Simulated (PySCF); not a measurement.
# C6H4F6: the cost of one run

Programs: PySCF 2.14.0, with density-fitted response routines of our own. Each step states its level of theory. These are calculated values for one molecule, in the gas phase or a continuum, unless marked as measured. Atoms are numbered from 0 throughout.

### Step 1. Starting geometry

16 atoms, charge 0, multiplicity 1; geometry from: GFN2-xTB. The atoms were then displaced at random by about 0.01 Å, so the start is not that level's minimum.

Bonds of the start (Å): C0–C1 1.35, C1–C2 1.44, C2–C3 1.34, C3–C4 1.46, C4–F5 1.36, C4–F6 1.34, C4–F7 1.35, C1–C8 1.51, C8–F9 1.33, C8–F10 1.35, C8–F11 1.35, C0–H12 1.01, C0–H13 1.09, C2–H14 1.10, C3–H15 1.11.

### Step 2. Relaxing the molecule at PBE0-D3(BJ)/def2-SVP

Job settings and geometry (Å):

```
{"job": {"xc": "PBE0", "basis": "def2-SVP", "d3": "d3bj", "grid": 1, "shake": 0.01, "kind": "geom"}, "charge": 0, "multiplicity": 1}
C     -0.595350    -2.402270    -0.064640
C     -0.625050    -1.050240    -0.130890
C      0.526590    -0.249280     0.197740
C      0.654960     1.083640     0.169730
C      1.873620     1.804350     0.529010
F      1.675360     2.656600     1.565820
F      2.340950     2.556910    -0.478810
F      2.897480     1.005390     0.891330
C     -1.868750    -0.302680    -0.539830
F     -2.315700     0.527090     0.402030
F     -2.891220    -1.131580    -0.838410
F     -1.654290     0.441450    -1.648990
H      0.239450    -2.900120     0.226010
H     -1.499290    -2.960270    -0.311940
H      1.407660    -0.834130     0.506110
H     -0.185450     1.752760    -0.104490
```

The run is started by

```bash
$ OMP_NUM_THREADS=1 python probes_run.py task.json out
```

The driver reads the jobs from task.json and runs them one after another.

**Question.** How long does this first job take on 1 thread of Intel Xeon Platinum 8375C at 2.90GHz, shared host, and how much memory does it need?

About 2.4 min, with a peak of 0.84 GiB.
